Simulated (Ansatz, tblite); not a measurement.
# C8H20O3Si: rung by rung

One table from this session's results is given with a row withheld; the runs are named, their logs left out.

The runs use Ansatz 0.2.0, Gaussian basis; as each input shows.

Plan: GFN1-xTB, GFN2-xTB, PBE-D4/def2-TZVP, r2SCAN-D4/def2-TZVP, revPBE-D4/def2-TZVP, B97M-V/def2-TZVP, PBE-D4/def2-SVP, PBE0-D4/def2-SVP, MP2/def2-SVP.

3 further runs of the same task are left out: 3 that didn't finish. Runs told in other sessions of the task aren't counted.

## The geometry

The geometry is that of the singlet, from an earlier relaxation (PBE-D4/def2-SVP).

32 atoms, charge 0, spin multiplicity 1.

Bond lengths: C1–C2 1.529 Å, C1–H13 1.109 Å, C1–H14 1.111 Å, C1–H15 1.111 Å, C2–C3 1.534 Å, C2–H16 1.114 Å, C2–H17 1.112 Å, C3–C4 1.534 Å, C3–H18 1.115 Å, C3–H19 1.113 Å, C4–C5 1.533 Å, C4–H20 1.114 Å, C4–H21 1.113 Å, C5–C6 1.530 Å, C5–H22 1.113 Å, C5–H23 1.115 Å, C6–C7 1.533 Å, C6–H24 1.115 Å and more. Angles: C2–C1–H13 111.9°, C2–C1–H14 111.3°, C2–C1–H15 111.4°, H13–C1–H14 107.5°, H13–C1–H15 107.5°, H14–C1–H15 107.1°, C1–C2–C3 113.2°, C1–C2–H16 109.7°, C1–C2–H17 109.3°, C3–C2–H16 108.9°, C3–C2–H17 109.8°, H16–C2–H17 105.6°, C2–C3–C4 114.9°, C2–C3–H18 109.1°, C2–C3–H19 108.6°, C4–C3–H18 109.3°, C4–C3–H19 109.0°, H18–C3–H19 105.5° and more.

PBE0-D4/def2-TZVP was run before; its log isn't repeated, and its numbers join the tables.

Set-up of the first run:

Tight binding, by tblite at 300 K electronic temperature and without a spin-polarisation term:

```python
tblite.interface.Calculator('GFN1-xTB', numbers, positions, charge=0, uhf=0).singlepoint()
```

Tight binding, by tblite at 300 K electronic temperature and without a spin-polarisation term:

```python
tblite.interface.Calculator('GFN2-xTB', numbers, positions, charge=0, uhf=0).singlepoint()
```

start.molden holds the orbitals of an earlier run on this state, given as this run's starting guess.

Input file in.yaml:

```yaml
crystal:
  periodic: [false, false, false]
  atoms:
    - {symbol: C, position_ang: [-4.937001, 0.648185, -1.253445]}
    - {symbol: C, position_ang: [-3.421105, 0.488864, -1.128676]}
    - {symbol: C, position_ang: [-2.992383, -0.929128, -0.731658]}
    - {symbol: C, position_ang: [-1.475628, -1.148983, -0.655737]}
    - {symbol: C, position_ang: [-0.760518, -0.352912, 0.441476]}
    - {symbol: C, position_ang: [0.740753, -0.638389, 0.523075]}
    - {symbol: C, position_ang: [1.457021, 0.153669, 1.622744]}
    - {symbol: C, position_ang: [2.975764, -0.096791, 1.680711]}
    - {symbol: Si, position_ang: [3.965859, 0.611329, 0.253994]}
    - {symbol: O, position_ang: [5.582840, 0.154573, 0.355625]}
    - {symbol: O, position_ang: [3.715735, 2.264059, 0.329182]}
    - {symbol: O, position_ang: [3.510835, 0.122411, -1.286074]}
    - {symbol: H, position_ang: [-5.221397, 1.680460, -1.542372]}
    - {symbol: H, position_ang: [-5.446884, 0.418105, -0.294039]}
    - {symbol: H, position_ang: [-5.354463, -0.040098, -2.018658]}
    - {symbol: H, position_ang: [-2.934402, 0.756934, -2.093712]}
    - {symbol: H, position_ang: [-3.034401, 1.220757, -0.386236]}
    - {symbol: H, position_ang: [-3.451126, -1.187415, 0.250753]}
    - {symbol: H, position_ang: [-3.426212, -1.649040, -1.461297]}
    - {symbol: H, position_ang: [-1.017844, -0.902348, -1.640984]}
    - {symbol: H, position_ang: [-1.275800, -2.232148, -0.497400]}
    - {symbol: H, position_ang: [-0.909460, 0.737453, 0.277904]}
    - {symbol: H, position_ang: [-1.236348, -0.575517, 1.424538]}
    - {symbol: H, position_ang: [0.899972, -1.727927, 0.697199]}
    - {symbol: H, position_ang: [1.217094, -0.422642, -0.458426]}
    - {symbol: H, position_ang: [1.273744, 1.240573, 1.473219]}
    - {symbol: H, position_ang: [0.999565, -0.097974, 2.605644]}
    - {symbol: H, position_ang: [3.188461, -1.187010, 1.751673]}
    - {symbol: H, position_ang: [3.400504, 0.352070, 2.606813]}
    - {symbol: H, position_ang: [5.977574, 0.254884, 1.238878]}
    - {symbol: H, position_ang: [3.992326, 2.739626, -0.473827]}
    - {symbol: H, position_ang: [3.996917, -0.655631, -1.610898]}
basis:
  gaussian: {orbitals: def2-TZVP, initial_orbitals: start.molden}
hamiltonian: {xc: pbe, dispersion: d4}
scf: {omitted_lower_state_checks: [starts]}
output: {orbitals: {seedname: orbitals}}
```

Run with:

```sh
$ ansatz run in.yaml --threads 4 --pin off --events-out ev --progress --plain --max-ram 6963MiB
```

Steps of the session up to this table: PBE-D4/def2-TZVP; r2SCAN-D4/def2-TZVP; revPBE-D4/def2-TZVP; B97M-V/def2-TZVP; PBE-D4/def2-SVP; PBE0-D4/def2-SVP; MP2/def2-SVP.

One of the session's tables, all rows but one given; the rest of the session is left out.

It belongs to the step «Binding energy». 

```
              level  binding an atom (eV)
        HF/def2-SVP                 3.166
    PBE-D4/def2-SVP                 4.305
   PBE-D4/def2-TZVP                 4.283
revPBE-D4/def2-TZVP                 4.188
r2SCAN-D4/def2-TZVP                 4.217
   B97M-V/def2-TZVP                     ?
   PBE0-D4/def2-SVP                 4.246
  PBE0-D4/def2-TZVP                 4.222
       MP2/def2-SVP                 4.068
```

**Question.** Estimate the row for B97M-V/def2-TZVP.

The run gave: binding an atom (eV): 4.205. In the column «binding an atom (eV)» it lies between revPBE-D4/def2-TZVP (4.188) and r2SCAN-D4/def2-TZVP (4.217).

Limits of these values: Free atoms were run apart at each level; binding is atoms less cluster, divided by the number of atoms, without zero-point or spin-orbit terms.
